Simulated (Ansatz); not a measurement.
# BiS4: a trial structure relaxed

Aim: relax a trial structure of BiS4 and see where it ends.

Computed with Ansatz 0.2.0 (DFT PBE, scalar-relativistic, plane waves, PAW, unless a step's input says otherwise).

## 1. The system as given

The structure is tetragonal, space group P4/mmm (No. 123). Conventional cell: a = 5.613 Å, b = 5.613 Å, c = 4.901 Å, α = 90.00°, β = 90.00°, γ = 90.00°. Bi (site symmetry 4/mmm) is surrounded by 8 S at 3.00 Å. Around S (site symmetry m2m) lie 3 S at 2.15 to 2.45 Å and 2 Bi at 3.00 Å.

As a file:

```cif
data_structure
_symmetry_space_group_name_H-M 'P4/mmm'
_symmetry_Int_Tables_number 123
_cell_length_a 5.6129
_cell_length_b 5.6129
_cell_length_c 4.9007
_cell_angle_alpha 90.000
_cell_angle_beta 90.000
_cell_angle_gamma 90.000
_cell_volume 154.39
loop_
_atom_site_label
_atom_site_type_symbol
_atom_site_symmetry_multiplicity
_atom_site_Wyckoff_symbol
_atom_site_fract_x
_atom_site_fract_y
_atom_site_fract_z
_atom_site_occupancy
Bi1 Bi 1 b 0.00000 0.00000 0.50000 1
S1 S 4 l 0.69197 0.00000 0.00000 1
```

Recipe of the guess: random cell by space group and Wyckoff sites (P4/mmm, No. 123). The dimensions are guesses.

## 2. The guess as it stands, on a coarse mesh

File input.yaml:

```yaml
crystal:
  lattice:
    - [5.61287374, 0.0, 0.0]
    - [0.0, 5.61287374, 0.0]
    - [0.0, 0.0, 4.90070726]
  atoms:
    - { symbol: Bi, position: [0.0, 0.0, 0.5] }
    - { symbol: S, position: [0.69196888, 0.0, 0.0] }
    - { symbol: S, position: [0.30803112, 0.0, 0.0] }
    - { symbol: S, position: [0.0, 0.69196888, 0.0] }
    - { symbol: S, position: [0.0, 0.30803112, 0.0] }
basis:
  ecutwfc: 420
kpoints:
  mp_grid: { grid: [4, 4, 4] }
hamiltonian:
  xc: pbe
scf:
  occupations: { method: gaussian, width: 0.1 }
  lower_state_search: "off"
output:
  forces: true
  stress: true
  eigenvalues: true
```

On the command line:

```
$ ansatz run input.yaml --threads 1 --pin off --max-ram 2560MiB --backend cpu --events-out ev --progress --plain --runs-dir out
```

The session goes on with these runs: coarse relaxation; relaxation on the finer mesh.

Q: Predict the outcome of this session. Wanted: conventional cell; volume; energy over the elements; gap on the mesh.

**Answer**, as computed:

| quantity | value |
| --- | --- |
| symmetry at the end (tolerance 0.05 Å) | space group P4/mmm (No. 123) |
| conventional cell | a = 6.390 Å, b = 6.390 Å, c = 4.034 Å, α = 90.00°, β = 90.00°, γ = 90.00° |
| volume | 32.95 Å³/atom |
| energy over the elements | +0.23 eV/atom |
| gap on the mesh | none (metal) |

**Reading.** The space group P4/mmm (No. 123) is kept, and the volume per atom grows by 6.7 % from the first guess. The formation energy is positive, so the separate elements lie lower. No finished test with a distortion of lower symmetry is shown, so the end may be a saddle point. The runs treat Bi without spin-orbit coupling. The final runs have no spin polarisation, so no magnetic state was tried and one may lie lower.
